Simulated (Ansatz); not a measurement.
# MoS2: the cost of one run

Method: DFT r2SCAN, scalar-relativistic, plane waves, PAW, in Ansatz 0.2.0.

2 further runs of the same task are left out: 1 that didn't finish, 1 set aside as unsound or not needed.

### Step 1. Starting point

The structure is trigonal, space group P-3m1 (No. 164). The conventional cell has a = 3.226 Å, b = 3.226 Å, c = 6.274 Å, α = 90.00°, β = 90.00°, γ = 120.00°. Mo (site symmetry -3m) has 6 S at 2.42 Å as nearest neighbours. S (site symmetry 3m) has 3 Mo at 2.42 Å as nearest neighbours.

Structure file:

```cif
data_structure
_symmetry_space_group_name_H-M 'P 1'
_symmetry_Int_Tables_number 1
_cell_length_a 3.2262
_cell_length_b 3.2262
_cell_length_c 6.2738
_cell_angle_alpha 90.000
_cell_angle_beta 90.000
_cell_angle_gamma 120.000
_cell_volume 56.55
loop_
_atom_site_label
_atom_site_type_symbol
_atom_site_fract_x
_atom_site_fract_y
_atom_site_fract_z
_atom_site_occupancy
Mo1 Mo 0.00000 0.00000 0.50000 1
S1 S 0.33333 0.66667 0.25340 1
S2 S 0.66667 0.33333 0.74660 1
```

It goes back to an entry of the Materials Project, which need not be the stable form.

This cell was relaxed beforehand with the same method: volume 18.85 Å³/atom, gap on the mesh none (metal).

### Step 2. The reference: the undisturbed cell on the scan's mesh

Input file input.yaml:

```yaml
crystal:
  lattice:
    - [3.2262370499, 0.0, 0.0]
    - [-1.613118525, 2.7940032439, 0.0]
    - [0.0, 0.0, 6.2737631201]
  atoms:
    - { symbol: Mo, position: [0.0, 0.0, 0.5] }
    - { symbol: S, position: [0.3333333333, 0.6666666667, 0.2533961981] }
    - { symbol: S, position: [0.6666666667, 0.3333333333, 0.7466038019] }
basis:
  ecutwfc: 500
kpoints:
  mp_grid: { grid: [18, 18, 8] }
hamiltonian:
  xc: r2scan
scf:
  occupations: { method: gaussian, width: 0.15 }
output:
  forces: true
  stress: true
  eigenvalues: true
  write_density: true
  write_potential: true
  elf: true
  volumetric_format: npy
```

Run with:

```
$ ansatz run input.yaml --threads 1 --pin off --max-ram 2560MiB --backend cpu --events-out ev --progress --plain --runs-dir out
```

What time and memory should one allow on 1 thread of Intel Xeon at 2.50GHz (Skylake/Cascade Lake), shared host?

About 72 s, with a peak of 0.66 GiB.
